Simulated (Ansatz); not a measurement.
# GaPN (sextet): from Hartree-Fock to the top rungs, cc-pVTZ

One table from this session's results is given with a row withheld; the runs are named, their logs left out.

Program: Ansatz 0.2.0, Gaussian basis. Level of theory: cc-pVTZ, core rule «outside noble gas», up to 20 orbitals frozen. These are calculated values, not measurements.

Plan: UHF; CCSD(T) on ROHF; CCSD(T) on UHF; BCCD(T) on ROHF; CCSDT(Q) on ROHF; CCSDT(Q) on UHF.

7 further runs of the same task are left out: 4 for a known fault of the program, 3 set aside as unsound or not needed. Runs told in other sessions of the task aren't counted.

## What is computed

The geometry is a PBE0/def2-TZVP stationary point (not a proven minimum) of the parent state, kept for this charge and spin. No spin-orbit coupling is included. The filled d shell of Ga may be among the frozen orbitals whatever the setting's name suggests.

3 atoms, charge 0, spin multiplicity 6.

Atoms are counted from 1 here; the program's logs count them from 0.

Bond lengths: Ga1–P2 2.418 Å, Ga1–N3 1.835 Å, P2–N3 1.712 Å. Angles: P2–Ga1–N3 44.9°, Ga1–P2–N3 49.2°, Ga1–N3–P2 85.9°.

The first run:

The input, in.yaml:

```yaml
crystal:
  periodic: [false, false, false]
  atoms:
    - {symbol: Ga, position_ang: [0.000000, 0.093764, 0.821607]}
    - {symbol: P, position_ang: [0.000000, 0.284432, -1.589191]}
    - {symbol: N, position_ang: [0.000000, -1.095724, -0.575558]}
basis:
  gaussian: {orbitals: cc-pVTZ}
magnetization: {spin_polarized: true, initial_magnetization: 5}
hamiltonian: {xc: hf}
output: {orbitals: {seedname: orbitals}}
```

Started as:

```sh
> ansatz run in.yaml --threads 1 --pin off --events-out ev --progress --plain --max-ram 4096MiB --backend cpu
```

Among the steps run: UHF; CCSD(T) on ROHF; CCSD(T) on UHF; BCCD(T) on ROHF; CCSDT(Q) on ROHF; CCSDT(Q) on UHF.

One table of the session follows, with a row left open; its other results are not shown here.

```
   method  from RCCSDT(Q) (meV)
     ROHF               +9705.9
      UHF               +9246.8
     RMP2               +1212.7
     UMP2               +1350.4
    RCCSD                +520.4
    UCCSD                +479.6
 RCCSD(T)                 +64.8
 UCCSD(T)                 +46.9
  BCCD(T)                 +66.1
   RCCSDT                     ?
   UCCSDT                  +4.2
RCCSDT(Q)                     0
UCCSDT(Q)                 -25.6
```

Q: Estimate the row for RCCSDT from the others.

**Answer.** from RCCSDT(Q) (meV): +29.7. In the column «from RCCSDT(Q) (meV)» it lies between UCCSDT (+4.2) and UCCSD(T) (+46.9).

Limits of these values: Restricted and unrestricted rows rest on different reference determinants; a gap between their highest levels can come from leftover correlation error, from unlike frozen cores or from another state.
